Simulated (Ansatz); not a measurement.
**C₂H₇ClSi₂: basis-set convergence**

An exercise on one series of results from a longer session: the logs are not shown, and one member is left open.

Method: one geometry, several basis sets; program: Ansatz 0.2.0, Gaussian basis.

Plan: PBE0-D4/def2-SVP; ωB97M-V/def2-SVP; PBE0-D4/def2-QZVPP; ωB97M-V/def2-QZVPP; the functionals' def2-TZVPP values are taken from earlier runs.

## The relaxed structure

All runs share one geometry, relaxed beforehand with PBE0-D4 in a triple-zeta def2 set.

SMILES `C=C[SiH2][SiH2]Cl`, 12 atoms, charge 0, spin multiplicity 1.

Atoms are counted from 1 here; the program's logs count them from 0.

Bond lengths: C1–C2 1.330 Å, C1–H6 1.086 Å, C1–H7 1.086 Å, C2–Si3 1.859 Å, C2–H8 1.089 Å, Si3–Si4 2.342 Å, Si3–H9 1.489 Å, Si3–H10 1.490 Å, Si4–Cl5 2.070 Å, Si4–H11 1.485 Å, Si4–H12 1.486 Å. Angles: C2–C1–H6 122.0°, C2–C1–H7 121.9°, H6–C1–H7 116.1°, C1–C2–Si3 123.3°, C1–C2–H8 118.5°, Si3–C2–H8 118.2°, C2–Si3–Si4 109.4°, C2–Si3–H9 111.4°, C2–Si3–H10 109.5°, Si4–Si3–H9 107.6°, Si4–Si3–H10 109.6°, H9–Si3–H10 109.3°, Si3–Si4–Cl5 107.7°, Si3–Si4–H11 112.2°, Si3–Si4–H12 113.1°, Cl5–Si4–H11 107.3°, Cl5–Si4–H12 107.5°, H11–Si4–H12 108.7°.

Geometry (Å):

```
atom    x (Å)    y (Å)    z (Å)
  C1  -0.9504   1.7551   1.2357
  C2  -0.7045   1.1482   0.0778
 Si3   0.8901   0.2691  -0.2953
 Si4   0.4684  -2.0152  -0.5935
 Cl5  -0.9775  -2.2003  -2.0629
  H6  -1.8989   2.2440   1.4396
  H7  -0.2121   1.7922   2.0318
  H8  -1.4850   1.1418  -0.6811
  H9   1.5117   0.7792  -1.5486
 H10   1.8394   0.4580   0.8372
 H11  -0.0669  -2.6517   0.6372
 H12   1.6627  -2.7758  -1.0438
```

The first run:

The input, in.yaml:

```yaml
crystal:
  periodic: [false, false, false]
  atoms:
    - {symbol: C, position_ang: [-0.950390, 1.755099, 1.235733]}
    - {symbol: C, position_ang: [-0.704451, 1.148151, 0.077754]}
    - {symbol: Si, position_ang: [0.890147, 0.269143, -0.295268]}
    - {symbol: Si, position_ang: [0.468393, -2.015188, -0.593542]}
    - {symbol: Cl, position_ang: [-0.977506, -2.200304, -2.062905]}
    - {symbol: H, position_ang: [-1.898941, 2.244033, 1.439615]}
    - {symbol: H, position_ang: [-0.212118, 1.792221, 2.031829]}
    - {symbol: H, position_ang: [-1.484967, 1.141823, -0.681129]}
    - {symbol: H, position_ang: [1.511695, 0.779239, -1.548638]}
    - {symbol: H, position_ang: [1.839441, 0.458045, 0.837170]}
    - {symbol: H, position_ang: [-0.066932, -2.651678, 0.637243]}
    - {symbol: H, position_ang: [1.662731, -2.775788, -1.043763]}
basis:
  gaussian: {orbitals: def2-SVP}
hamiltonian: {xc: pbe0, dispersion: d4}
output: {orbitals: {seedname: orbitals}}
```

Steps of the session up to this table: PBE0-D4 in def2-SVP; ωB97M-V in def2-SVP; PBE0-D4 in def2-QZVPP; ωB97M-V in def2-QZVPP.

One of the session's tables, all rows but one given; the rest of the session is left out.

It belongs to the step «Functionals by basis». 

```
functional       basis  HOMO (eV)
   PBE0-D4    def2-SVP      -7.63
   PBE0-D4  def2-TZVPP      -7.67
   PBE0-D4  def2-QZVPP          ?
   ωB97M-V    def2-SVP      -9.65
   ωB97M-V  def2-TZVPP      -9.72
   ωB97M-V  def2-QZVPP      -9.74
```

Q: Estimate the row for PBE0-D4, def2-QZVPP from the others.

As computed: HOMO (eV): -7.69. In the column «HOMO (eV)» it lies between ωB97M-V, def2-SVP (-9.65) and PBE0-D4, def2-TZVPP (-7.67).
